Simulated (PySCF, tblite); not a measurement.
# C₇H₅NSi: geometry, infrared bands and NMR shifts

Wanted: the infrared bands and NMR shifts of C₇H₅NSi (`C#CC#C/C([SiH3])=C\C#N`), by calculation.

Programs: tblite 0.8.0 and PySCF 2.14.0, with density-fitted response routines of our own. Each step states its level of theory. These are calculated values for one molecule in the gas phase, unless marked as measured. Atoms are numbered from 0 throughout.

## (1) Starting geometry

14 atoms, charge 0, multiplicity 1; geometry from: force field or distance geometry start.

Bonds of the start (Å): C0–C1 1.22, C1–C2 1.52, C2–C3 1.21, C3–C4 1.42, C4–Si5 1.85, C4–C6 1.36, C6–C7 1.42, C7–N8 1.16, C0–H9 1.05, Si5–H10 1.48, Si5–H11 1.49, Si5–H12 1.50, C6–H13 1.08.

## (2) Geometry optimisation with GFN2-xTB

The job: settings as JSON, then the geometry in Å.

```
{"job": {"kind": "relax", "xc": "GFN2-xTB", "basis": "xTB"}, "charge": 0, "multiplicity": 1}
C      4.173900     0.164000     1.330900
C      3.017600     0.122200     0.959600
C      1.565700     0.052500     0.506400
C      0.412000     0.015600     0.130600
C     -0.946200    -0.045800    -0.290500
Si    -1.992900    -1.276800     0.603000
C     -1.419300     0.741900    -1.287300
C     -0.631900     1.698500    -1.989200
N     -0.021000     2.475600    -2.587000
H      5.176100     0.212300     1.655000
H     -3.372900    -1.234800     0.059100
H     -1.457300    -2.651600     0.421100
H     -2.049600    -0.949100     2.062800
H     -2.454800     0.674900    -1.596600
```

Run with:

```
$ OMP_NUM_THREADS=1 python probes_run.py task.json out
```

One launch serves the whole session: the jobs run in the order shown.

**Question.** This job is followed by: GFN2-xTB harmonic vibrations, gas phase; GIAO PBE0/pcSseg-1 NMR shielding, non-relativistic, gas phase. Predict these results of the whole session: strongest single infrared mode (GFN2-xTB); zero-point energy (GFN2-xTB); ¹³C shifts against TMS (PBE0/pcSseg-1); ¹H shifts against TMS (PBE0/pcSseg-1, means over atoms taken as alike); ²⁹Si shifts against TMS (PBE0/pcSseg-1); ¹⁵N shifts against NH3 (PBE0/pcSseg-1); surface potential, 1st and 99th percentile.

**Answer**, as computed:

```
                                                              quantity                                             value
                             strongest single infrared mode (GFN2-xTB)                              783 cm⁻¹, 493 km/mol
                                          zero-point energy (GFN2-xTB)                                     51.2 kcal/mol
                                ¹³C shifts against TMS (PBE0/pcSseg-1)  148.2, 129.6, 121.2, 108.6, 94.7, 74.1, 72.4 ppm
¹H shifts against TMS (PBE0/pcSseg-1, means over atoms taken as alike)                              6.14, 4.31, 2.83 ppm
                               ²⁹Si shifts against TMS (PBE0/pcSseg-1)                                         -61.4 ppm
                                ¹⁵N shifts against NH3 (PBE0/pcSseg-1)                                         336.4 ppm
                                 surface potential, 1st and 99th percentile                                -1.73 V and 1.74 V
```

In words: Relaxing lowered the energy by 0.605 eV in 38 steps; the close pair that moved most is C1–C2, from 1.523 to 1.352 Å. All 36 modes are real, so the xTB geometry is a minimum. The strongest single mode, at 783 cm⁻¹, has its largest shares on H10, H11 and H12 (the list is cut at 3 atoms). GFN2-xTB is a fitted tight-binding method: band positions and strengths are rough. Its intensities can rank the bands wrongly. The most deshielded hydrogen is H13 (hydrogen on an alkene CH), at 6.14 ppm: attached to an sp2 carbon and in the plane of the double bond. At PBE0/pcSseg-1: Shielding is most anisotropic at N8 (span 407 ppm, paramagnetic term -409 ppm). At PBE0/pcSseg-1, counted by nearest atom on the grid, the HOMO lies on 4 C atoms about 17 % each; N8 9 %, the LUMO on C4, C6 about 20 % each; C2 14 %.
